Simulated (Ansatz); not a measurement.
# CoF (quintet): wave-function methods side by side, def2-TZVPP

An exercise on one series of results from a longer session: the logs are not shown, and one member is left open.

The runs use Ansatz 0.2.0, Gaussian basis; def2-TZVPP, core rule «outside noble gas», up to 10 orbitals frozen.

Plan: UHF; ROHF; CCSD(T) on UHF.

## The geometry

The geometry is a PBE0/def2-TZVP stationary point (not a proven minimum).

2 atoms, charge 0, spin multiplicity 5.

Atoms are counted from 1 here; the program's logs count them from 0.

Bond lengths: Co1–F2 1.776 Å.

Set-up of the first run:

File in.yaml:

```yaml
crystal:
  periodic: [false, false, false]
  atoms:
    - {symbol: Co, position_ang: [0.000000, 0.000000, 0.000000]}
    - {symbol: F, position_ang: [0.000000, 0.000000, 1.775600]}
basis:
  gaussian: {orbitals: def2-TZVPP}
magnetization: {spin_polarized: true, initial_magnetization: 4}
hamiltonian: {xc: hf}
output: {orbitals: {seedname: orbitals}}
```

Started as:

```console
> ansatz run in.yaml --threads 1 --pin off --events-out ev --progress --plain --max-ram 2816MiB --backend cpu
```

Steps of the session up to this table: UHF; ROHF; CCSD(T) on UHF.

One of the session's tables, all rows but one given; the rest of the session is left out.

```
  method  from UCCSD(T) (kJ/mol)
    ROHF                 +1340.2
     UHF                       ?
    UMP2                   +32.1
   UCCSD                   +38.3
UCCSD(T)                       0
```

Q: Estimate the row for UHF from the others.

The run gave: from UCCSD(T) (kJ/mol): +1320.7. In the column «from UCCSD(T) (kJ/mol)» it lies between UCCSD (+38.3) and ROHF (+1340.2).

With the free atoms at the same levels and basis (separate runs), the atomisation energy is 4.031 eV at UCCSD(T), 3.164 eV at ROHF.
